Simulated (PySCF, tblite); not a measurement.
# C₅H₅FOS: dynamics, then NMR shifts on frames

How do NMR shifts of C₅H₅FOS (`C#C[C@@]1(F)CC[S@@]1=O`) change as the atoms move?

Computed with tblite 0.8.0 and PySCF 2.14.0, with density-fitted response routines of our own, on a single molecule in the gas phase. Atoms are numbered from 0 throughout.

## Step 1: The starting structure

13 atoms, charge 0, multiplicity 1; geometry from: GFN2-xTB.

Bonds of the start (Å): C0–C1 1.20, C1–C2 1.43, C2–F3 1.37, C2–C4 1.53, C4–C5 1.52, C5–S6 1.87, S6–O7 1.45, S6–C2 1.94, C0–H8 1.05, C4–H9 1.09, C4–H10 1.09, C5–H11 1.08, C5–H12 1.09.

## Step 2: A short Langevin run with GFN2-xTB

Job settings and geometry (Å):

```
{"job": {"kind": "md", "xc": "GFN2-xTB", "basis": "xTB", "temperature": 600, "steps": 2000, "every": 50, "frames": 5}, "charge": 0, "multiplicity": 1}
C      2.451395    -1.285021     0.090224
C      1.296186    -1.040495    -0.116360
C     -0.071538    -0.727124    -0.402688
F     -0.717266    -1.759551    -1.020208
C     -0.858109    -0.072466     0.732564
C     -0.537842     1.369319     0.360513
S     -0.156348     0.923211    -1.417175
O     -1.414045     0.941438    -2.141131
H      3.458550    -1.503300     0.286033
H     -1.917355    -0.288692     0.590931
H     -0.559220    -0.383602     1.734914
H     -1.348316     2.083870     0.457962
H      0.369521     1.742900     0.826694
```

With the program's defaults for keys left out, this is: GFN2-xTB Langevin dynamics, gas phase.

On the command line:

```
$ OMP_NUM_THREADS=1 python probes_run.py task.json out
```

This one command runs all jobs of the session in turn.

Log:

```text
t/fs     T/K      E/eV
    0.0   500.1   -685.47105
   25.0   390.7   -684.93571
   50.0   479.8   -685.09706
   75.0   399.7   -684.91755
  100.0   488.3   -685.01705
  125.0   445.0   -684.45910
  150.0   447.9   -684.55813
  175.0   550.8   -684.56277
  200.0   604.0   -684.73756
  225.0   667.3   -684.67264
  250.0   521.0   -684.72376
  275.0   607.9   -684.70375
  300.0   620.4   -684.87714
  325.0   432.5   -684.66260
  350.0   440.2   -684.55837
  375.0   510.2   -684.47396
  400.0   451.3   -684.46016
  425.0   730.2   -684.93005
  450.0   496.3   -684.42852
  475.0   549.9   -684.72994
  500.0   528.9   -684.64800
  525.0   655.2   -684.72852
  550.0   483.2   -684.59364
  575.0   592.8   -684.69436
  600.0   486.0   -684.90421
  625.0   401.5   -684.79507
  650.0   498.2   -685.10111
  675.0   468.5   -684.90649
  700.0   417.9   -684.72048
  725.0   447.3   -684.82598
  750.0   486.3   -684.76613
  775.0   548.3   -684.77926
  800.0   536.8   -684.47068
  825.0   481.6   -684.55256
  850.0   710.0   -684.77612
  875.0   650.0   -684.39078
  900.0   591.2   -684.18271
  925.0   627.3   -684.46802
  950.0   620.4   -684.48296
  975.0   805.9   -684.65499
 1000.0   674.4   -684.64181
```

Wall time 11 s (1 thread of Arm Neoverse V1, shared host); peak memory 0.18 GiB.

Distance from the start (root mean square after alignment): 0 fs 0.00 Å, 200 fs 0.12 Å, 400 fs 0.53 Å, 600 fs 0.18 Å, 800 fs 0.20 Å, 1000 fs 0.29 Å.

Positions (Å) and forces (eV/Å) at 1000 fs:

```xyz
13

C     1.010   -1.771   -0.474   -1.532    0.387    0.771
C    -0.035   -1.469    0.040    0.720   -0.408    0.127
C    -1.273   -0.961    0.506   -0.124   -1.163   -1.166
F    -1.685   -1.458    1.686   -0.151   -0.022    0.350
C    -1.296    0.512    0.315   -0.423    1.874   -0.713
C    -2.154    0.581   -1.021    2.934   -1.236    1.012
S    -2.469   -1.254   -1.010   -0.877   -0.308    0.137
O    -3.863   -1.439   -0.598    0.558    0.072   -0.085
H     2.017   -1.792   -0.505    1.848   -0.474   -0.657
H    -1.917    0.906    1.194    1.425    0.255   -1.170
H    -0.221    0.918    0.051   -2.065   -0.262    1.345
H    -3.037    1.090   -0.891   -1.739    1.200   -0.132
H    -1.518    0.852   -1.872   -0.574    0.085    0.181
```

## Step 3: Nuclear shieldings: 250 fs, PBE0/pcSseg-1

Job settings and geometry (Å):

```
{"job": {"kind": "nmr", "xc": "PBE0", "basis": "pcSseg-1", "pop": false}, "charge": 0, "multiplicity": 1}
C      2.078000    -1.335100     0.327000
C      0.896600    -1.023600     0.222000
C     -0.511900    -0.868100     0.027600
F     -1.170700    -2.076600    -0.095700
C     -1.276800     0.272800     0.659400
C     -0.805200     1.468200    -0.117200
S     -0.457400     0.312900    -1.587500
O     -1.656300     0.188900    -2.292500
H      2.989500    -1.515200     0.729000
H     -2.397400     0.156400     0.555700
H     -0.916900     0.314400     1.792400
H     -1.547900     2.128700    -0.477900
H      0.141000     1.979200     0.189900
```

Method: GIAO PBE0/pcSseg-1 NMR shielding, non-relativistic, gas phase.

Log:

```text
coarse grid: 12328 points
cycle   1  E = -765.7410390284  dE =  1.603e+00  |g| = 1.009e+00  |ddm| = 3.748e+00
cycle   2  E = -764.6225416097  dE =  1.118e+00  |g| = 2.509e+00  |ddm| = 3.870e+00
cycle   3  E = -765.9132708175  dE = -1.291e+00  |g| = 3.087e-01  |ddm| = 3.166e+00
cycle   4  E = -765.9294526758  dE = -1.618e-02  |g| = 1.746e-01  |ddm| = 5.423e-01
cycle   5  E = -765.9350868470  dE = -5.634e-03  |g| = 5.801e-02  |ddm| = 1.837e-01
cycle   6  E = -765.9357849315  dE = -6.981e-04  |g| = 2.360e-02  |ddm| = 5.824e-02
cycle   7  E = -765.9359160004  dE = -1.311e-04  |g| = 5.772e-03  |ddm| = 2.249e-02
cycle   8  E = -765.9359234968  dE = -7.496e-06  |g| = 9.661e-04  |ddm| = 6.828e-03
final grid: 117464 points
cycle   9  E = -766.0055623282  dE = -1.701e-05  |g| = 1.277e-02  |ddm| = 4.781e-02
cycle  10  E = -766.0054526355  dE =  1.097e-04  |g| = 2.584e-02  |ddm| = 4.346e-02
cycle  11  E = -766.0055974652  dE = -1.448e-04  |g| = 2.978e-03  |ddm| = 3.075e-02
cycle  12  E = -766.0055992352  dE = -1.770e-06  |g| = 6.151e-04  |ddm| = 2.879e-03
cycle  13  E = -766.0055993014  dE = -6.621e-08  |g| = 3.534e-04  |ddm| = 6.875e-04
cycle  14  E = -766.0055993305  dE = -2.914e-08  |g| = 7.516e-05  |ddm| = 3.131e-04
cycle  15  E = -766.0055993317  dE = -1.141e-09  |g| = 1.901e-05  |ddm| = 8.819e-05
cycle  16  E = -766.0055993318  dE = -7.867e-11  |g| = 5.126e-06  |ddm| = 3.148e-05
converged SCF energy = -766.0055993318

GIAO shielding tensors (ppm)
atom      isotropic    diamagn.    paramagn.     s11        s22        s33       span
  0 C       86.661     261.041    -174.381      5.674     49.652    204.656    198.982
  1 C       94.637     266.694    -172.057    -17.471      6.500    294.883    312.354
  2 C       92.454     238.513    -146.060     57.036     75.074    145.251     88.215
  3 F      317.159     470.381    -153.221    273.114    303.042    375.322    102.208
  4 C      140.528     249.259    -108.731    106.765    144.620    170.198     63.433
  5 C      144.668     255.284    -110.616     88.717    155.632    189.654    100.936
  6 S      -53.517    1051.016   -1104.534   -257.875     33.457     63.867    321.742
  7 O      160.982     394.138    -233.156   -176.083    199.236    459.793    635.877
  8 H       29.125      33.852      -4.727     24.614     25.687     37.074     12.460
  9 H       25.745      28.297      -2.552     22.798     25.104     29.332      6.533
 10 H       25.759      25.809      -0.050     21.335     25.037     30.903      9.568
 11 H       30.655      30.811      -0.155     26.728     29.828     35.409      8.681
 12 H       28.401      29.013      -0.612     24.859     28.324     32.021      7.162
```

Run time: 27 s. Hardware: 1 thread of Arm Neoverse V1, shared host; peak memory 0.75 GiB.

The references, computed at this level on geometries of the same kind, shield at (ppm): 1H TMS 31.72, 13C TMS 186.9, 19F CFCl3 170.9, 17O H2O 336.1, 33S CS2 504. Their shielding less the atom's gives the shift. The references are single molecules in the gas phase, so shifts against H2O, NH3, PH3, H3PO4 or CFCl3 are not on the usual liquid scales and can be off by tens of ppm. Each atom is listed at this fixed geometry, with no averaging over motion; a spectrum would average atoms that exchange fast.

| atoms | environment | σ (ppm) | δ (ppm) |
| --- | --- | --- | --- |
| C0 | terminal alkyne carbon | 86.7 | 100.3 |
| C2 | propargylic fully substituted sp3 carbon bonded to F and S | 92.5 | 94.5 |
| C1 | alkyne carbon | 94.6 | 92.3 |
| C4 | sp3 CH2 in a ring | 140.5 | 46.4 |
| C5 | sp3 CH2 bonded to S | 144.7 | 42.3 |
| H9 | hydrogen on an sp3 CH2 in a ring | 25.74 | 5.97 |
| H10 | hydrogen on an sp3 CH2 in a ring | 25.76 | 5.96 |
| H12 | hydrogen on an sp3 CH2 bonded to S | 28.40 | 3.32 |
| H8 | hydrogen on a terminal alkyne carbon | 29.13 | 2.59 |
| H11 | hydrogen on an sp3 CH2 bonded to S | 30.66 | 1.06 |
| F3 | fluorine on an sp3 carbon | 317.2 | -146.2 |
| S6 | sulfoxide sulfur | -54 | 557 |
| O7 | S=O oxygen | 161.0 | 175.1 |

Ring of atoms C2, C4, C5, S6: NICS(0) 2.1, NICS(1) -0.2, NICS(1)zz 4.8 ppm (means of both faces; NICS(1) differs between them: -2.8 and 2.4).

The two faces differ (NICS(1)zz 7.9 and 1.6 ppm).

Orbitals, density, ELF and potential are computed afterwards from the orbital file.

Frontier orbitals at PBE0/pcSseg-1, with the share of their density that lies nearest to each atom:

| orbital | energy (eV) | lies on |
| --- | --- | --- |
| HOMO | -6.61 | O7 31 %; S6 29 %; C2 14 % |
| LUMO | -0.87 | S6 30 %; C0, C1, C2 about 14 % each; O7 12 % |

ELF in a plane through or near 6 of the atoms.

Ten even steps from ' ' (0.00) to '@' (1.00):
```
                                                        
                                                        
                                                        
                            ..::..                      
                          ::@@@@%%::                    
                          **@@@@@@==....                
        ::++--....--::    ==@@@@@@++**%%**              
      --@@@@@@##++****==    **##..**@@@@@@--            
      **@@@@@@%%==%%%%**::  --==::++@@@@@@--            
      ==@@@@@@--**%%++**==  ..++**++##%%**              
        ::++**++****  **##++==::..                      
          ::==**%%##++########::..                      
          ..--++**++----==**++..  ..::..                
              ::::    ..::..      ::--..                
                      --++==..    ....                  
                      ::====..                          
                        ....                            
                                                        
                                                        
                                                        
```
The map spans 12.6 Å across and 9.4 Å up, centred on the molecule. Atoms in the plane (x, y in Å): C0 (-2.8, 0.2), C1 (-1.6, -0.1), C5 (1.2, 0.9), H8 (-3.7, 0.7), H11 (2.3, 1.0), H12 (0.7, 1.9).

log10 of the density (e/Å³) in the same plane.

Ten even steps from ' ' (-4.0) to '@' (1.7):
```
                                                        
                                                        
                            ........                    
                        ..::------::::..                
              ..........::--======----::..              
        ..::::::----::::--==++****++==----..            
      ..----========------==**##****++++==::..          
    ..--==++****++++++======**########**==--..          
    ..--++**######****++++==**##%%####**==--..          
    ..--++**##%%@@####****++****##****++==::..          
      ::==++****########**********++==--::..            
      ::--==++++**********##****++++==--::..            
      ..::--====++++++++******++++++==--::..            
        ..::::----====++++++++========--::              
          ....::::--==++++++====--==--::..              
                  ::--==++++==--::::::..                
                    ::--------::..                      
                      ..::::..                          
                                                        
                                                        
```
The map spans 12.6 Å across and 9.4 Å up, centred on the molecule. Atoms in the plane (x, y in Å): C0 (-2.8, 0.2), C1 (-1.6, -0.1), C5 (1.2, 0.9), H8 (-3.7, 0.7), H11 (2.3, 1.0), H12 (0.7, 1.9).

On the surface of density 0.002 e/bohr³ the electrostatic potential runs, from the 1st to the 99th percentile, from -1.69 V near O7 to 1.70 V near H8.

## Step 4: Shielding tensors: 425 fs, PBE0/pcSseg-1

Job settings and geometry (Å):

```
{"job": {"kind": "nmr", "xc": "PBE0", "basis": "pcSseg-1", "pop": false}, "charge": 0, "multiplicity": 1}
C      1.657300    -1.687800     1.120300
C      0.660300    -1.226300     0.694700
C     -0.709500    -0.925200     0.331400
F     -1.400300    -2.071600     0.606400
C     -1.337100     0.287500     0.858800
C     -1.453700     1.059000    -0.463000
S     -1.032400    -0.342500    -1.539600
O     -2.218900    -1.013700    -2.020000
H      2.678200    -1.925400     1.158200
H     -2.260000     0.022600     1.298800
H     -0.592700     0.763700     1.512600
H     -2.337300     1.570000    -0.781600
H     -0.722600     1.885000    -0.557300
```

Method: GIAO PBE0/pcSseg-1 NMR shielding, non-relativistic, gas phase.

Log:

```text
coarse grid: 12328 points
cycle   1  E = -765.7446834576  dE =  1.714e+00  |g| = 1.030e+00  |ddm| = 3.780e+00
cycle   2  E = -764.4598838836  dE =  1.285e+00  |g| = 2.647e+00  |ddm| = 5.238e+00
cycle   3  E = -765.9255618618  dE = -1.466e+00  |g| = 3.363e-01  |ddm| = 4.433e+00
cycle   4  E = -765.9465380551  dE = -2.098e-02  |g| = 1.667e-01  |ddm| = 6.397e-01
cycle   5  E = -765.9514685574  dE = -4.931e-03  |g| = 5.135e-02  |ddm| = 1.980e-01
cycle   6  E = -765.9519666573  dE = -4.981e-04  |g| = 2.091e-02  |ddm| = 5.427e-02
cycle   7  E = -765.9520664752  dE = -9.982e-05  |g| = 6.598e-03  |ddm| = 1.951e-02
cycle   8  E = -765.9520756294  dE = -9.154e-06  |g| = 1.213e-03  |ddm| = 7.004e-03
final grid: 117464 points
cycle   9  E = -766.0212191452  dE = -1.878e-05  |g| = 1.293e-02  |ddm| = 4.489e-02
cycle  10  E = -766.0211104183  dE =  1.087e-04  |g| = 2.598e-02  |ddm| = 4.952e-02
cycle  11  E = -766.0212540737  dE = -1.437e-04  |g| = 3.511e-03  |ddm| = 3.650e-02
cycle  12  E = -766.0212565666  dE = -2.493e-06  |g| = 5.056e-04  |ddm| = 3.658e-03
cycle  13  E = -766.0212566032  dE = -3.660e-08  |g| = 3.230e-04  |ddm| = 6.652e-04
cycle  14  E = -766.0212566274  dE = -2.421e-08  |g| = 7.639e-05  |ddm| = 2.802e-04
cycle  15  E = -766.0212566286  dE = -1.187e-09  |g| = 2.077e-05  |ddm| = 8.432e-05
cycle  16  E = -766.0212566287  dE = -9.754e-11  |g| = 4.999e-06  |ddm| = 3.648e-05
converged SCF energy = -766.0212566287

GIAO shielding tensors (ppm)
atom      isotropic    diamagn.    paramagn.     s11        s22        s33       span
  0 C      101.163     265.983    -164.820     32.511     43.427    227.551    195.040
  1 C       93.847     262.767    -168.920     -8.942     -6.181    296.665    305.606
  2 C       90.868     240.602    -149.734     64.478     86.398    121.727     57.249
  3 F      294.727     470.021    -175.294    250.434    287.427    346.320     95.886
  4 C      149.525     250.586    -101.062    115.971    148.997    183.606     67.634
  5 C      149.763     256.279    -106.516    106.249    153.316    189.723     83.474
  6 S       53.863    1050.614    -996.752   -164.577    101.652    224.514    389.092
  7 O      189.096     391.794    -202.698   -151.810    213.288    505.809    657.620
  8 H       29.159      32.451      -3.292     24.557     25.071     37.850     13.292
  9 H       28.310      29.987      -1.677     24.615     27.690     32.627      8.011
 10 H       27.767      28.690      -0.923     24.007     28.148     31.145      7.138
 11 H       29.657      29.156       0.501     26.419     28.264     34.289      7.869
 12 H       28.570      30.118      -1.548     25.344     27.978     32.387      7.043
```

Run time: 19 s. Hardware: 1 thread of Arm Neoverse V1, shared host; peak memory 0.77 GiB.

This run: δ C2 96.1, C1 93.1, C0 85.8, C4 37.4, H10 3.95, H9 3.41 ppm.

(Part 1 of 2 ends here.)
